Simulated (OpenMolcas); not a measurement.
# One shape, several levels: C2H7NSi (SMILES C=C[SiH2]N)

Aim: a comparison of 6 runs (HF/3-21G, B3LYP/6-31G*, B2PLYP/cc-pVDZ, revPBE/cc-pVDZ, MP2/cc-pVDZ) of C2H7NSi. 

Program for the calculation: OpenMolcas 26.06.

1 further run of the same task is left out (set aside as unsound or not needed).

## (1) Starting point

C2H7NSi: 11 atoms, total charge 0, spin state singlet. As SMILES, `C=C[SiH2]N`. The N4–H11 distance was set to 1.307 Å, away from the relaxed value.

Bond lengths: C1–C2 1.330 Å, C2–Si3 1.865 Å, Si3–N4 1.715 Å, C1–H5 1.087 Å, C1–H6 1.087 Å, C2–H7 1.091 Å, Si3–H8 1.488 Å, Si3–H9 1.488 Å, N4–H10 1.006 Å. Some angles: C1–C2–Si3 123.1°, C2–Si3–N4 114.9°, C1–C2–H7 118.1°, Si3–C2–H7 118.8°, C2–C1–H5 122.6°, C2–C1–H6 121.2°, C2–Si3–H8 108.4°, C2–Si3–H9 108.4°, N4–Si3–H8 107.9°, N4–Si3–H9 108.0°. A long bond or contact: N4–H11 1.307 Å.

## (2) A single-point energy at HF/3-21G (run 1)

Contents of job.input:

```
* C2H7NSi Hartree-Fock

&GATEWAY
 BASLIB=$CurrDir
 COORD
 11
 angstrom
 C       -0.389062       1.426529      -0.970473
 C        0.376338       1.298129       0.109627
 Si       0.883538      -0.354971       0.807127
 N        0.289938      -1.714171      -0.054073
 H       -0.680062       2.394129      -1.370173
 H       -0.759762       0.555129      -1.504573
 H        0.720038       2.206229       0.606127
 H        0.386538      -0.447071       2.207127
 H        2.370238      -0.427171       0.810527
 H        0.691938      -1.996471      -0.931773
 H       -0.953800      -2.102100       0.056300
 BASIS=3-21G
 GROUP=NoSym

&SEWARD

&SCF
 THRESHOLDS=1e-10 1e-07 1e-07 1e-05
 PRORBITALS=1 1
```

The basis set 3-21G is read from a file made from the Basis Set Exchange's data (not shown).

Started as:

```console
$ export MOLCAS_MEM=1860
$ pymolcas job.input > job.log
```

The log of the run:

```text
--- Start Module: gateway ---
[...]
--- Stop Module: gateway /rc=_RC_ALL_IS_WELL_ ---
--- Start Module: seward ---
[...]
      Basis functions           54
--- Stop Module: seward /rc=_RC_ALL_IS_WELL_ ---
[...]
--- Start Module: scf ---
[...]
       Convergence after  13 Iterations
[...]
::    Total SCF energy                               -420.8713621501
[...]
      Total spin, S                                     0.0000000000
[...]
      Total electronic charge=   40.000000
      Total            charge=   -0.000000
[...]
      Dipole Moment (debye):
      Origin of the operator (angstrom)=    0.4164   -0.0144    0.1556
                   X= -1.0333E+00               Y=  9.4469E-02               Z= -1.4144E+00           Total=  1.7542E+00
      Quadrupole Moment (debye*angstrom):
[...]
--- Stop Module: scf /rc=_RC_ALL_IS_WELL_ ---
[...]
```

Wall time 3 s (1 thread of Intel Xeon Platinum 8259CL at 2.50GHz (Skylake/Cascade Lake), shared host); peak memory 0.39 GiB.

## (3) The energy at B3LYP/6-31G(d) (spherical functions) (run 2)

Contents of run.inp:

```
&GATEWAY
BasLib = $CurrDir
Coord
11
angstrom
C       -0.389062       1.426529      -0.970473
C        0.376338       1.298129       0.109627
Si       0.883538      -0.354971       0.807127
N        0.289938      -1.714171      -0.054073
H       -0.680062       2.394129      -1.370173
H       -0.759762       0.555129      -1.504573
H        0.720038       2.206229       0.606127
H        0.386538      -0.447071       2.207127
H        2.370238      -0.427171       0.810527
H        0.691938      -1.996471      -0.931773
H       -0.953800      -2.102100       0.056300
Basis = 6-31Gs
Group = NoSym
&SEWARD
GridInput
Grid=UltraFine
End of Grid
&SCF
KSDFT = B3LYP
Thresholds = 1e-10 1e-07 1e-07 1e-05
PrOrbitals = 1 2
```

The basis set 6-31G* is read from a file made from the Basis Set Exchange's data (not shown).

Started as:

```console
$ export MOLCAS_MEM=1860
$ pymolcas run.inp > run.log
```

The log of the run:

```text
--- Start Module: gateway ---
[...]
--- Stop Module: gateway /rc=_RC_ALL_IS_WELL_ ---
--- Start Module: seward ---
[...]
      Basis functions           74
--- Stop Module: seward /rc=_RC_ALL_IS_WELL_ ---
[...]
--- Start Module: scf ---
[...]
       Convergence after  14 Iterations
[...]
::    Total KS-DFT energy                            -424.6188748943
[...]
      Total spin, S                                     0.0000000000
[...]
      Total electronic charge=   40.000000
      Total            charge=   -0.000000
[...]
      Dipole Moment (debye):
      Origin of the operator (angstrom)=    0.4164   -0.0144    0.1556
                   X= -9.3701E-01               Y= -1.7052E-01               Z= -1.2383E+00           Total=  1.5622E+00
      Quadrupole Moment (debye*angstrom):
[...]
--- Stop Module: scf /rc=_RC_ALL_IS_WELL_ ---
[...]
```

It took 30 s on 1 thread of Intel Xeon Platinum 8259CL at 2.50GHz (Skylake/Cascade Lake), shared host; peak memory 0.43 GiB.

Runs 3 to 5 aren't shown in full; the table further down has their settings and results.

## (4) The energy at MP2/cc-pVDZ (run 6)

job.input: that of step 2 with these lines changed.

```diff
@@ -1,6 +1,6 @@
-* C2H7NSi Hartree-Fock
+* C2H7NSi MP2
 
 &GATEWAY
- BASLIB=$CurrDir
- COORD
+ BasLib=$CurrDir
+ Coord
  11
@@ -18,4 +18,4 @@
  H       -0.953800      -2.102100       0.056300
- BASIS=3-21G
- GROUP=NoSym
+ Basis=cc-pVDZ
+ Group=NoSym
 
@@ -24,3 +24,6 @@
 &SCF
- THRESHOLDS=1e-10 1e-07 1e-07 1e-05
- PRORBITALS=1 1
+ Thresholds=1e-10 1e-07 1e-07 1e-05
+ PrOrbitals=1 2
+
+&MBPT2
+ Frozen=8
```

The basis set cc-pVDZ is read from a file made from the Basis Set Exchange's data (not shown).

Started as:

```console
$ export MOLCAS_MEM=1860
$ pymolcas job.input > job.log
```

The log of the run:

```text
--- Start Module: gateway ---
[...]
--- Stop Module: gateway /rc=_RC_ALL_IS_WELL_ ---
[...]
      Basis functions           95
[...]
--- Start Module: scf ---
[...]
       Convergence after  14 Iterations
[...]
::    Total SCF energy                               -423.1496061850
[...]
      Total spin, S                                     0.0000000000
[...]
      Total electronic charge=   40.000000
      Total            charge=   -0.000000
[...]
      Dipole Moment (debye):
      Origin of the operator (angstrom)=    0.4164   -0.0144    0.1556
                   X= -9.8412E-01               Y= -1.4129E-01               Z= -1.2191E+00           Total=  1.5731E+00
      Quadrupole Moment (debye*angstrom):
[...]
--- Stop Module: scf /rc=_RC_ALL_IS_WELL_ ---
[...]
--- Start Module: mbpt2 ---
[...]
WARNING!
Default frozen orbitals as non valence orbitals is overwritten by user input.
Default values:   5
[...]
       Reference weight ( Cref**2 )         =        0.83093
::    Total MBPT2 energy                             -423.6968178613
[...]
      Total MBPT2 calculations                           0.45      0.53
--- Stop Module: mbpt2 /rc=_RC_ALL_IS_WELL_ ---
[...]
```

It took 12 s on 1 thread of Intel Xeon Platinum 8259CL at 2.50GHz (Skylake/Cascade Lake), shared host; peak memory 0.53 GiB.

## (5) Overview of the runs

```
run                               level  integration grid  Cartesian functions  energy (Eh)  dipole moment (D) of the reference  HOMO energy (eV)  LUMO energy (eV)  wall time
  1                            HF/3-21G                 –                   no  -420.871362                                1.75            -10.12              4.27        3 s
  2  B3LYP/6-31G* (spherical functions)         UltraFine                   no  -424.618875                                1.56             -6.66             -0.04       30 s
  3  B3LYP/6-31G* (Cartesian functions)         UltraFine                  yes  -424.623263                                1.56             -6.66             -0.07       34 s
  4                      B2PLYP/cc-pVDZ         UltraFine                   no  -424.340101                                1.48             -8.30              1.41       53 s
  5                      revPBE/cc-pVDZ         UltraFine                   no  -424.518368                                1.42             -5.46             -0.92       54 s
  6                         MP2/cc-pVDZ                 –                   no  -423.696818                                1.57            -10.06              3.67       12 s
```

## (6) Results

| quantity | value |
| --- | --- |
| run 6: total energy | -423.69682 Eh |
| run 6: dipole moment (mean-field density) | 1.57 D |
| run 6: HOMO energy (Hartree–Fock orbitals) | -10.06 eV |
| run 6: LUMO energy (Hartree–Fock orbitals) | 3.67 eV |
| run 6: HOMO–LUMO gap (Hartree–Fock orbitals) | 13.74 eV |
| run 6: correlation energy (8 core orbitals frozen) | -547.2 mEh |

What this shows: Over runs 1, 2, 3, 4, 5 the dipole moment (its size) runs from 1.42 D (revPBE/cc-pVDZ) to 1.75 D (HF/3-21G). The two ends differ in method and basis. Over runs 1, 2, 3, 4, 5 the HOMO–LUMO gap runs from 4.54 eV (revPBE/cc-pVDZ) to 14.38 eV (HF/3-21G). For B2PLYP the log adds the whole second-order term; the table takes 0.27 of it, as the functional is defined. Totals of different functionals can't be ranked against each other. All runs together took 3.1 min, the longest 54 s.
